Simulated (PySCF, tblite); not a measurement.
# C5H9F3N radical: geometry, infrared bands and EPR parameters

Aim: predict the infrared bands and EPR parameters of C5H9F3N radical (`[CH2]NC(C)(C)C(F)(F)F`).

Computed with tblite 0.8.0 and PySCF 2.14.0, with density-fitted response routines of our own, on a single molecule in the gas phase. Atoms are numbered from 0 throughout.

## 1. The molecule as given

18 atoms, charge 0, multiplicity 2; geometry from: force field or distance geometry start.

Bonds of the start (Å): C0–N1 1.45, N1–C2 1.43, C2–C3 1.51, C2–C4 1.54, C2–C5 1.50, C5–F6 1.38, C5–F7 1.40, C5–F8 1.38, C0–H9 1.08, C0–H10 1.10, N1–H11 1.05, C3–H12 1.09, C3–H13 1.10, C3–H14 1.10, C4–H15 1.11, C4–H16 1.11, C4–H17 1.09.

## 2. Optimising the geometry with GFN2-xTB

The job: settings as JSON, then the geometry in Å.

```
{"job": {"kind": "relax", "xc": "GFN2-xTB", "basis": "xTB"}, "charge": 0, "multiplicity": 2}
C      1.931500     0.833500     0.500600
N      0.659000     0.247100     0.867100
C     -0.155700    -0.086700    -0.264800
C      0.498000    -1.057300    -1.213400
C     -1.374100    -0.836500     0.304400
C     -0.675600     1.163700    -0.907300
F      0.289600     2.029200    -1.372000
F     -1.428200     1.802200     0.090600
F     -1.470900     0.804600    -1.978700
H      2.034100     0.764700    -0.573900
H      1.929000     1.863000     0.877000
H      0.753000    -0.626000     1.443600
H      1.066500    -0.518200    -1.972000
H     -0.288900    -1.654700    -1.708000
H      1.185900    -1.742000    -0.696900
H     -2.219500    -0.126100     0.408700
H     -1.645500    -1.667600    -0.376100
H     -1.096800    -1.186700     1.294800
```

On the command line:

```bash
$ OMP_NUM_THREADS=1 python probes_run.py task.json out
```

This one command runs all jobs of the session in turn.

**Question.** This job is followed by: GFN2-xTB harmonic vibrations, gas phase; UKS B3LYP, pcH-1 on C F H N, non-relativistic, mean-field spin-orbit, GIAO. What will the session give for the following? strongest single infrared mode (GFN2-xTB); zero-point energy (GFN2-xTB); g(iso) (B3LYP); ⟨S²⟩; largest a(iso) (averaged by class); surface potential, 1st and 99th percentile.

**Answer**, as computed:

| quantity | value |
| --- | --- |
| strongest single infrared mode (GFN2-xTB) | 1077 cm⁻¹, 211 km/mol |
| zero-point energy (GFN2-xTB) | 85.0 kcal/mol |
| g(iso) (B3LYP) | 2.00267 |
| ⟨S²⟩ | 0.753 (exact 0.75) |
| largest a(iso) (averaged by class) | 13C on C0, 114.3 MHz |
| surface potential, 1st and 99th percentile | -1.00 V and 1.65 V |

Over 135 steps the energy fell by 1.391 eV; of the close pairs, C5–F7 changed most, 1.404 to 1.345 Å. All 48 modes are real, so the xTB geometry is a minimum. The strongest single mode, at 1077 cm⁻¹, moves mainly C5. Unscaled tight-binding wavenumbers are off by several per cent, some by more. Its intensities can rank the bands wrongly. Most of the unpaired spin sits on C0 (0.89 e). The isotropic g lies 0.4 ppt above the free-electron value.
